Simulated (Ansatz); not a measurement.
# FeNi3 (Pm-3m): from the first guess to the electronic structure

What volume does FeNi3 (Pm-3m) take, and is it a metal or an insulator at this level? The pressure is brought towards zero step by step, and the electronic structure follows.

Program: Ansatz 0.2.0. Level of theory: DFT PBE, scalar-relativistic, plane waves, PAW. These are calculated values, not measurements.

Spin polarisation is switched off on purpose; where the compound carries moments, volume, stiffness and gap are then not the real material's.

## (1) The system as given

The structure is cubic, space group Pm-3m (No. 221). The conventional cell has a = 3.545 Å, b = 3.545 Å, c = 3.545 Å, α = 90.00°, β = 90.00°, γ = 90.00°. Around Fe (site symmetry m-3m) lie 12 Ni at 2.51 Å. Ni (site symmetry 4/mmm) is surrounded by 4 Fe at 2.51 Å and 8 Ni at 2.51 Å.

Coordinates:

```cif
data_structure
_symmetry_space_group_name_H-M 'P 1'
_symmetry_Int_Tables_number 1
_cell_length_a 3.5450
_cell_length_b 3.5450
_cell_length_c 3.5450
_cell_angle_alpha 90.000
_cell_angle_beta 90.000
_cell_angle_gamma 90.000
_cell_volume 44.55
loop_
_atom_site_label
_atom_site_type_symbol
_atom_site_fract_x
_atom_site_fract_y
_atom_site_fract_z
_atom_site_occupancy
Fe1 Fe 0.00000 0.00000 0.00000 1
Ni1 Ni 0.00000 0.50000 0.50000 1
Ni2 Ni 0.50000 0.00000 0.50000 1
Ni3 Ni 0.50000 0.50000 0.00000 1
```

## (2) The first run

Input file input.yaml:

```yaml
crystal:
  lattice:
    - [3.545, 0.0, 0.0]
    - [0.0, 3.545, 0.0]
    - [0.0, 0.0, 3.545]
  atoms:
    - { symbol: Fe, position: [0.0, 0.0, 0.0] }
    - { symbol: Ni, position: [0.0, 0.5, 0.5] }
    - { symbol: Ni, position: [0.5, 0.0, 0.5] }
    - { symbol: Ni, position: [0.5, 0.5, 0.0] }
basis:
  ecutwfc: 420
  ecutrho_ratio: 4
kpoints:
  mp_grid: { grid: [12, 12, 12] }
hamiltonian:
  xc: pbe
scf:
  occupations: { method: gaussian, width: 0.05 }
output:
  forces: true
  stress: true
  eigenvalues: true
```

The run is started by

```
$ ansatz run input.yaml --threads 1 --pin off --max-ram 2560MiB --backend cpu --events-out ev --progress --plain --runs-dir out
```

Further steps of the session: A step to a new volume; A step to a new volume; A single point with the electronic structure.

Q: Predict the outcome of this session. Wanted: space group; conventional cell; volume; pressure; gap; states at the Fermi level; Bader charges.

As calculated:

| quantity | value |
| --- | --- |
| space group | Pm-3m (No. 221) |
| conventional cell | a = 3.497 Å, b = 3.497 Å, c = 3.497 Å, α = 90.00°, β = 90.00°, γ = 90.00° |
| volume | 10.695 Å³/atom |
| pressure | -0.03 GPa |
| gap | none (metal) |
| states at the Fermi level | 10 per eV per cell |
| Bader charges | Fe +0.23; Ni -0.08 e |

Over the 3 runs shown the cell moved from 11.14 to 10.70 Å³/atom, a change of -4.0 %, where the pressure is zero within 0.03 GPa. Bands cross the Fermi level, so it is a metal at this level; the largest share of the states at the Fermi level is Ni 3d (54 % of the projected weight, then Fe 3d with 44 %). Fe gives up the most charge, +0.23 e by Bader's partition. Spin polarisation wasn't allowed in this run.
